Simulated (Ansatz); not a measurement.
The system is Sc3Te.

```
Sc Te
1.0
     0.00000    3.56950    3.56950
     3.56950    0.00000    3.56950
     3.56950    3.56950    0.00000
Sc Te
3 1
Direct
  0.25000 0.25000 0.25000
  0.75000 0.75000 0.75000
  0.50000 0.50000 0.50000
  0.00000 0.00000 0.00000
```

The cell was built by a generator and needn't be a form met in nature.

Base run:

| Property | Result |
| --- | --- |
| Program | Ansatz 0.2.0 |
| Functional | PBE |
| Potentials or basis | Ansatz PAW |
| Cutoff | 420 eV |
| Density cutoff | 1680 eV |
| k mesh | 5 × 5 × 5 |
| Occupations | fermi-dirac, width 0.05 eV |
| Spin | no spin polarisation |
| Hubbard terms | Sc d U = 8 eV |

Its results: band gap on the k mesh none (metal or under the smearing width); pressure 17.0 GPa.

The run is repeated on the same cell with these changes: hubbard terms from Sc d U = 8 eV to none; hubbard projectors from ortho-atomic (the default) to none. What comes out?

Band gap on the k mesh none (metal or under the smearing width); pressure -0.1 GPa.

Caveats: U without spin polarisation on a metal has little footing (some runs); the U is typed as a test and isn't derived for this compound (some runs).

Not every run made on this cell is shown here.
